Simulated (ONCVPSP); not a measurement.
# Pseudopotential generation for Ge: ONCV, PBE

Do these settings give a usable potential? It is generated, then checked for transferability, scattering, ghosts and hardness.

The numbers are computed with ONCVPSP 4.0.1 (PBE, scalar-relativistic, spin-unpolarised reference atom).

## (1) Settings

Typed settings, in words:

```json
{"element": "germanium (Ge, Z = 32)", "type": "optimised norm-conserving Vanderbilt (ONCV)", "frozen core": "[Ne]", "valence charge": "22", "reference configuration": "3s2 3p6 3d10 4s2 4p2", "partial waves": "3s+4s: rc 1.10 bohr, ncon 4, nbas 9, qcut 12.9 1/bohr, 2 projectors; 3p+4p: rc 1.22 bohr, ncon 5, nbas 8, qcut 14.7 1/bohr, 3 projectors, debl 1.3 Ha; 3d: rc 1.10 bohr, ncon 3, nbas 8, qcut 19.2 1/bohr, local", "local potential": "the d channel", "core correction": "Teter function, fcfact 4.25, rcfact 1"}
```

An earlier all-electron run gives the scale for the radii.

All-electron outer shells of the reference configuration (PBE, scalar-relativistic, ld1.x):

| shell | level (eV) | outermost node (bohr) | outermost maximum (bohr) |
| --- | --- | --- | --- |
| 2s | -1371.79 | 0.06 | 0.18 |
| 2p | -1198.71 | – | 0.14 |
| 3s | -168.49 | 0.26 | 0.54 |
| 3p | -115.62 | 0.23 | 0.54 |
| 3d | -29.31 | – | 0.50 |
| 4s | -11.73 | 0.77 | 1.75 |
| 4p | -3.90 | 0.82 | 2.22 |

## (2) Generation

Ge.dat reads:

```
# ATOM AND REFERENCE CONFIGURATION
# atsym  z   nc   nv     iexc    psfile
  Ge 32.00    3    5        4      upf
#
#   n    l    f
    1    0    2.00
    2    0    2.00
    2    1    6.00
    3    0    2.00
    3    1    6.00
    3    2   10.00
    4    0    2.00
    4    1    2.00
#
# PSEUDOPOTENTIAL AND OPTIMIZATION
# lmax
    2
#
#   l,   rc,      ep,       ncon, nbas, qcut
    0    1.10    0.00    4    9   12.90
    1    1.22    0.00    5    8   14.70
    2    1.10    0.00    3    8   19.20
#
# LOCAL POTENTIAL
# lloc, lpopt,  rc(5),   dvloc0
    2    5    1.10    0.00
#
# VANDERBILT-KLEINMAN-BYLANDER PROJECTORs
# l, nproj, debl
    0    2    0.60
    1    3    1.30
    2    0    2.20
#
# MODEL CORE CHARGE
# icmod, fcfact, rcfact
    3    4.25    1.00
#
# LOG DERIVATIVE ANALYSIS
# epsh1, epsh2, depsh
   -8.00    5.00    0.04
#
# OUTPUT GRID
# rlmax, drl
    6.00    0.01
#
# TEST CONFIGURATIONS
# ncnf
    4
# nvcnf
#   n    l    f
    5
    3    0    2.00
    3    1    6.00
    3    2   10.00
    4    0    2.00
    4    1    1.00
#
    5
    3    0    2.00
    3    1    6.00
    3    2   10.00
    4    0    2.00
    4    1    0.00
#
    5
    3    0    2.00
    3    1    6.00
    3    2   10.00
    4    0    1.00
    4    1    0.00
#
    5
    3    0    2.00
    3    1    6.00
    3    2   10.00
    4    0    2.00
    4    1    1.50
#
```

Started as:

```bash
$ oncvpsp.x < Ge.dat > Ge.out
```

The output, Ge.out (without the consistency checks and plot data):

```text
ONCVPSP  (Optimized Norm-Conservinng Vanderbilt PSeudopotential)
scalar-relativistic version 4.0.1

#   n    l    f        energy (Ha)
    1    0    2.00    -4.0281571E+02
    2    0    2.00    -5.0412488E+01
    2    1    6.00    -4.4051811E+01
    3    0    2.00    -6.1919266E+00
    3    1    6.00    -4.2489733E+00
    3    2   10.00    -1.0771536E+00
    4    0    2.00    -4.3112376E-01
    4    1    2.00    -1.4315416E-01

Reference configufation results
  iterations    25
  all-electron total energy (Ha)   -2.09883316D+03

Begin loop to  construct optimized pseudo wave functions
and semi-local pseudopoentials for all angular momenta

Calculating optimized projector #   1

 for l=   0

    Fraction of norm inside rc  0.961955
    Optimizing pswf for qcut=  12.90 a_B^-1,  ecut=  83.22 Ha
    Residual kinetic energy error=  1.14D-07 Ha

    Energy error per electron        Cutoff
         Ha          eV             Ha
         0.01000     0.27211       37.66
         0.00100     0.02721       51.85
         0.00010     0.00272       62.33
         0.00001     0.00027       70.52

Calculating optimized projector #   2

 for l=   0

    Fraction of norm inside rc  0.062976
    Optimizing pswf for qcut=  12.90 a_B^-1,  ecut=  83.22 Ha
    Residual kinetic energy error=  2.14D-07 Ha

    Energy error per electron        Cutoff
         Ha          eV             Ha
         0.01000     0.27211       23.19
         0.00100     0.02721       46.92
         0.00010     0.00272       60.35
         0.00001     0.00027       70.20

   Wellstate for l =  1  n =  5
     eigenvalue =   1.1568
     asymptotic potential =   1.6568
     half-point radius =  3.4852

Calculating optimized projector #   1

 for l=   1

    Fraction of norm inside rc  0.968464
    Optimizing pswf for qcut=  14.69 a_B^-1,  ecut= 107.96 Ha
    Residual kinetic energy error=  5.00D-09 Ha

    Energy error per electron        Cutoff
         Ha          eV             Ha
         0.01000     0.27211       47.00
         0.00100     0.02721       58.87
         0.00010     0.00272       69.03
         0.00001     0.00027       78.09

Calculating optimized projector #   2

 for l=   1

    Fraction of norm inside rc  0.038145
    Optimizing pswf for qcut=  14.69 a_B^-1,  ecut= 107.96 Ha
    Residual kinetic energy error=  1.77D-10 Ha

    Energy error per electron        Cutoff
         Ha          eV             Ha
         0.01000     0.27211       31.80
         0.00100     0.02721       46.08
         0.00010     0.00272       58.74
         0.00001     0.00027       69.83

Calculating optimized projector #   3

 for l=   1

    Fraction of norm inside rc  0.062139
    Optimizing pswf for qcut=  14.69 a_B^-1,  ecut= 107.96 Ha
    Residual kinetic energy error=  4.90D-08 Ha

    Energy error per electron        Cutoff
         Ha          eV             Ha
         0.01000     0.27211       35.18
         0.00100     0.02721       49.00
         0.00010     0.00272       61.20
         0.00001     0.00027       71.17

Calculating optimized projector #   1

 for l=   2

    Fraction of norm inside rc  0.847047
    Optimizing pswf for qcut=  19.22 a_B^-1,  ecut= 184.68 Ha
    Residual kinetic energy error=  1.02D-09 Ha

    Energy error per electron        Cutoff
         Ha          eV             Ha
         0.01000     0.27211       93.25
         0.00100     0.02721      111.58
         0.00010     0.00272      127.29
         0.00001     0.00027      140.65

Construct Vanderbilt / Kleinmman-Bylander projectors

B matrix Hermiticity error, ll=   0
   1   2    1.0095E-03

  Orthonormal projector coefficients -2.1528E+01  2.1470E+01

B matrix Hermiticity error, ll=   1
   1   2    4.5974E-04
   1   3   -7.1648E-04
   2   3    4.3624E-05

  Orthonormal projector coefficients  4.3262E+01  1.1239E+01 -7.4317E-01

Model core correction analysis
  based on d2Exc/dn_idn_j

d2excae - all-electron derivatives

   -4.648929D-02   -4.352233D-02   -3.467127D-02   -2.695148D-03
   -1.221548D-03
   -4.352246D-02   -4.229307D-02   -3.426793D-02   -3.107600D-03
   -1.380043D-03
   -3.467157D-02   -3.426811D-02   -3.327379D-02   -5.844769D-03
   -2.590945D-03
   -2.695004D-03   -3.107385D-03   -5.844301D-03   -3.187473D-02
   -2.444178D-02
   -1.221536D-03   -1.380006D-03   -2.590760D-03   -2.444037D-02
   -2.623767D-02

d2excps - pseudofunction derivatives with no core correction

   -5.384741D-02   -4.440152D-02   -3.743533D-02   -3.578830D-03
   -1.405333D-03
   -4.440265D-02   -4.267456D-02   -3.782276D-02   -3.241213D-03
   -1.440085D-03
   -3.743603D-02   -3.782285D-02   -3.519598D-02   -5.898396D-03
   -2.685532D-03
   -3.578607D-03   -3.240998D-03   -5.897929D-03   -3.194603D-02
   -2.445185D-02
   -1.405377D-03   -1.440049D-03   -2.685349D-03   -2.445045D-02
   -2.624041D-02

rms 2nd derivative error    2.017784E-03

rmatch, rhocmatch    0.3060  125.5930

Teter function model core charge with specified parameters

d2excps - pseudofunction derivatives with core correction

   -4.555081D-02   -4.301249D-02   -3.754894D-02   -2.861321D-03
   -1.325320D-03
   -4.301253D-02   -4.230873D-02   -3.785167D-02   -3.120238D-03
   -1.418937D-03
   -3.754906D-02   -3.785177D-02   -3.520113D-02   -5.908752D-03
   -2.687455D-03
   -2.861179D-03   -3.120020D-03   -5.908286D-03   -3.188394D-02
   -2.444486D-02
   -1.325307D-03   -1.418901D-03   -2.687273D-03   -2.444345D-02
   -2.623918D-02

rms 2nd derivative error    1.377960E-03

Pseudoatom total energy -290.921981

Diagnostic tests using Vanderbilt-Kleinman-Bylander pseudopotentials
  1 or more projectors used as specified by nproj input data

   l    rcore       rmatch      e in        delta e   norm test  slope test

   0   1.1006571   1.1340755  -6.1919266   0.0000225   1.0000411   1.0000134
   0   1.1006571   1.1340755  -0.4311238   0.0000142   1.0000701   1.0000554

   1   1.2257890   1.2630066  -4.2489733   0.0000129   1.0002764   1.0002673
   1   1.2257890   1.2630066  -0.1431542   0.0000106   1.0000762   1.0000505
   1   1.2257890   1.2630066   1.1568458   0.0001105   1.0003049   1.0003049

   2   1.1006571   1.1340755  -1.0771536  -0.0000106   0.9999924   1.0000195

 Testing for bound ghosts
   n   l    E NL Schr. Eq   E Basis Diag.   E Cutoff

       0                      -17.062024    289.60  WARNING - GHOST(-)
   1   0       -6.191904       -6.191903    289.60
   2   0       -0.431110       -0.297814    289.60

   2   1       -4.248960       -4.248957    264.42
   3   1       -0.143144        0.030527    264.42

 Testing for highly-localized positive-energy ghosts
       l    <radius>/rc     E Basis Diag.   E Cutoff

       1        0.478403       76.441553    264.42  WARNING - GHOST(+)

Test configuration 0

   n   l     f        eae           eps        diff
   1   0  2.0000 -402.81570560
   2   0  2.0000  -50.41248757
   2   1  6.0000  -44.05181077
   3   0  2.0000   -6.19192659   -6.19190407    2.25D-05
   3   1  6.0000   -4.24897334   -4.24896040    1.29D-05
   3   2 10.0000   -1.07715362   -1.07716418   -1.06D-05
   4   0  2.0000   -0.43112376   -0.43110960    1.42D-05
   4   1  2.0000   -0.14315416   -0.14314357    1.06D-05

    Total energies and differences
      AE_ref= -2.09883316D+03  AE_tst= -2.09883316D+03  dif=  0.00D+00
      PS_ref= -2.90921981D+02  PS_tst= -2.90921981D+02  dif= -3.41D-13
      PSP excitation error=  3.41D-13

Test configuration 1

   n   l     f        eae           eps        diff
   1   0  2.0000 -403.15060002
   2   0  2.0000  -50.74465659
   2   1  6.0000  -44.38432619
   3   0  2.0000   -6.52362329   -6.52363141   -8.12D-06
   3   1  6.0000   -4.58069972   -4.58069065    9.06D-06
   3   2 10.0000   -1.40818962   -1.40827742   -8.78D-05
   4   0  2.0000   -0.72980429   -0.72978384    2.04D-05
   4   1  1.0000   -0.41315242   -0.41313379    1.86D-05

    Total energies and differences
      AE_ref= -2.09883316D+03  AE_tst= -2.09855959D+03  dif=  2.74D-01
      PS_ref= -2.90921981D+02  PS_tst= -2.90648390D+02  dif=  2.74D-01
      PSP excitation error= -2.16D-05

Test configuration 2

   n   l     f        eae           eps        diff
   1   0  2.0000 -403.55957955
   2   0  2.0000  -51.14734444
   2   1  6.0000  -44.78776752
   3   0  2.0000   -6.92516083   -6.92539055   -2.30D-04
   3   1  6.0000   -4.98220147   -4.98229336   -9.19D-05
   3   2 10.0000   -1.80786425   -1.80818721   -3.23D-04
   4   0  2.0000   -1.07491036   -1.07488974    2.06D-05

    Total energies and differences
      AE_ref= -2.09883316D+03  AE_tst= -2.09799220D+03  dif=  8.41D-01
      PS_ref= -2.90921981D+02  PS_tst= -2.90080951D+02  dif=  8.41D-01
      PSP excitation error= -7.66D-05

Test configuration 3

   n   l     f        eae           eps        diff
   1   0  2.0000 -404.08879965
   2   0  2.0000  -51.66384468
   2   1  6.0000  -45.30535013
   3   0  2.0000   -7.44173834   -7.44331746   -1.58D-03
   3   1  6.0000   -5.49827965   -5.49911121   -8.32D-04
   3   2 10.0000   -2.31871468   -2.31989607   -1.18D-03
   4   0  1.0000   -1.48670540   -1.48675294   -4.75D-05

    Total energies and differences
      AE_ref= -2.09883316D+03  AE_tst= -2.09671363D+03  dif=  2.12D+00
      PS_ref= -2.90921981D+02  PS_tst= -2.88802230D+02  dif=  2.12D+00
      PSP excitation error= -2.29D-04

Test configuration 4

   n   l     f        eae           eps        diff
   1   0  2.0000 -402.97252862
   2   0  2.0000  -50.56834206
   2   1  6.0000  -44.20779277
   3   0  2.0000   -6.34761581   -6.34759086    2.49D-05
   3   1  6.0000   -4.40468137   -4.40466198    1.94D-05
   3   2 10.0000   -1.23263510   -1.23266856   -3.35D-05
   4   0  2.0000   -0.57328375   -0.57326595    1.78D-05
   4   1  1.5000   -0.27134665   -0.27133207    1.46D-05

    Total energies and differences
      AE_ref= -2.09883316D+03  AE_tst= -2.09873018D+03  dif=  1.03D-01
      PS_ref= -2.90921981D+02  PS_tst= -2.90819003D+02  dif=  1.03D-01
      PSP excitation error= -6.70D-06
```

It took 3.4 s on 1 thread, shared host.

Partial waves on a coarse radial grid (AE all-electron, PS pseudo):

```tsv
r (bohr)	3p AE	3p PS	3s AE	3s PS
0.061	-0.5145	0.0467	-0.0040	0.2055
0.122	-0.7036	0.1792	-0.7102	0.4090
0.183	-0.3905	0.3760	-0.6319	0.6071
0.244	0.1131	0.6068	-0.1227	0.7945
0.305	0.5940	0.8388	0.4549	0.9634
0.366	0.9605	1.0422	0.9210	1.1048
0.427	1.1956	1.1958	1.2257	1.2106
0.488	1.3142	1.2888	1.3796	1.2742
0.549	1.3436	1.3206	1.4167	1.2932
0.610	1.3107	1.2988	1.3736	1.2692
0.671	1.2379	1.2359	1.2809	1.2080
0.732	1.1424	1.1455	1.1619	1.1184
0.793	1.0363	1.0406	1.0326	1.0104
0.854	0.9278	0.9311	0.9036	0.8942
0.915	0.8222	0.8240	0.7812	0.7781
0.976	0.7228	0.7235	0.6689	0.6683
1.037	0.6313	0.6314	0.5684	0.5683
1.098	0.5485	0.5483	0.4799	0.4799
1.159	0.4744	0.4742	0.4030	0.4030
1.220	0.4088	0.4087	0.3370	0.3370
1.281	0.3512	0.3511	0.2808	0.2808
1.342	0.3009	0.3008	0.2332	0.2332
1.403	0.2573	0.2572	0.1932	0.1932
1.464	0.2196	0.2195	0.1596	0.1596
1.525	0.1871	0.1870	0.1317	0.1316
1.586	0.1591	0.1591	0.1084	0.1084
```

Densities times 4π (e/bohr³); a dash where the program caps the true core:

```tsv
r (bohr)	pseudo valence	true core	model core
0.061	28.48	–	470.5
0.183	64.42	–	165.1
0.305	121.9	128.2	15.27
0.427	136.6	11.26	0.06669
0.549	99.67	0.9122	0.005615
0.671	56.26	0.07219	0.0005084
0.793	28.81	0.005789	2.702e-05
0.915	14.77	0.0004618	9.414e-08
1.037	7.925	3.797e-05	0
1.159	4.53	3.165e-06	0
1.281	2.8	2.819e-07	0
1.403	1.877	0	0
1.525	1.351	0	0
```

## (3) The configuration tests of the same run

The tests as a table, with energies relative to 3s2 3p6 3d10 4s2 4p2.

| valence configuration | charge | ΔE all-electron (eV) | error AE − PS (meV) |
| --- | --- | --- | --- |
| 3s2 3p6 3d10 4s2 4p1 | +1 | 7.444 | -0.6 |
| 3s2 3p6 3d10 4s2 4p0 | +2 | 22.884 | -2.1 |
| 3s2 3p6 3d10 4s1 4p0 | +3 | 57.675 | -6.2 |
| 3s2 3p6 3d10 4s2 4p1.5 | +0.5 | 2.802 | -0.2 |

## (4) Does it scatter like the atom?

Taken from the files of the generation run. The phase is arctan(r·R′/R) of the radial function R, unwrapped, with energies in Ha. A pole is an energy at which the radial function vanishes at the test radius. The pseudo phase is shifted by a multiple of π to meet the all-electron one at the reference energy. Levels narrower than the energy grid can be missing from the poles. The last column is the largest difference on the grid between −0.5 and +0.5 Ha.

```tsv
channel	radius (bohr)	reference (Ha)	poles AE	poles PS	window around the reference with phases within 0.05 rad (Ha)	largest difference near zero (rad)
s	1.11	-0.43	-5.51	-5.51	the whole range	0.001
p	1.24	-0.14	-3.83	-3.83	the whole range	0.000
d	1.11	-1.08	-0.07	-0.02	below 1.4	0.019
```

Phases (rad) along the scan:

```tsv
E (Ha)	d AE	d PS	s AE	s PS
-7.96	1.269	1.274	0.880	0.891
-7.24	1.247	1.253	0.226	0.241
-6.52	1.219	1.227	-1.080	-1.080
-5.80	1.184	1.194	-1.497	-1.496
-5.08	1.136	1.148	-1.648	-1.647
-4.36	1.065	1.081	-1.736	-1.735
-3.64	0.948	0.971	-1.804	-1.803
-2.92	0.716	0.749	-1.867	-1.866
-2.20	0.131	0.174	-1.936	-1.935
-1.48	-0.849	-0.843	-2.019	-2.019
-0.76	-1.355	-1.353	-2.130	-2.130
-0.04	-1.578	-1.566	-2.289	-2.289
0.68	-1.718	-1.691	-2.536	-2.534
1.40	-1.836	-1.788	-2.914	-2.905
2.12	-1.966	-1.881	-3.386	-3.366
2.84	-2.140	-1.986	-3.793	-3.768
3.56	-2.418	-2.125	-4.064	-4.039
4.28	-2.885	-2.328	-4.235	-4.212
5.00	-3.479	-2.646	-4.349	-4.327
```

## (5) Convergence and ghost test

Read off the output, the cutoffs (Ha) at which the residual kinetic energy of the hardest occupied pseudo-wave falls to 1 and 0.1 mHa per electron: 112 Ha and 127 Ha.

The program's own ghost test: GHOST(-) flagged for s at -464.3 eV; GHOST(+) flagged for p at 2080.1 eV.

Cutoff (Ha) at which the first wave of each channel reaches a given error (Ha per electron):

```tsv
error	s	p	d
1.0e-02	37.7	47.0	93.3
3.2e-03	45.5	53.0	102.7
1.0e-03	51.8	58.9	111.6
3.2e-04	57.4	64.2	119.7
1.0e-04	62.3	69.0	127.3
3.2e-05	66.7	73.9	134.4
1.0e-05	70.5	78.1	140.6
```

## (6) What came out

| quantity | value |
| --- | --- |
| cutoffs for 1 and 0.1 mHa per electron, occupied waves | 112 Ha and 127 Ha |
| bound ghosts | s at -464.28 eV |
| GHOST(+) flags | p at 2080 eV |
| largest test error (AE − PS) | -6.2 meV, for 3s2 3p6 3d10 4s1 4p0 |
| largest phase difference near zero energy, channels read | 0.019 rad |
| rms error of d²Exc/dn², without and with the model core | 2.02 and 1.38 mHa |

**Reading.** A bound ghost (s) makes it unfit for use: electrons can fall into a state that the atom doesn't have. By total energies transferability is good: the largest error is 6.2 meV on 57.7 eV, for 3s2 3p6 3d10 4s1 4p0. Atomic tests can pass in spite of a ghost, since they solve only for the levels asked. It counts as very hard, with 112 Ha needed at the looser tolerance. At the looser tolerance the 3d wave is the slowest; 3p needs 59 Ha. Near zero energy the phases of the channels with partial waves agree within 0.019 rad. The program also flags highly localised states, GHOST(+) (p). These are tests on the free atom; a crystal test is still owed.
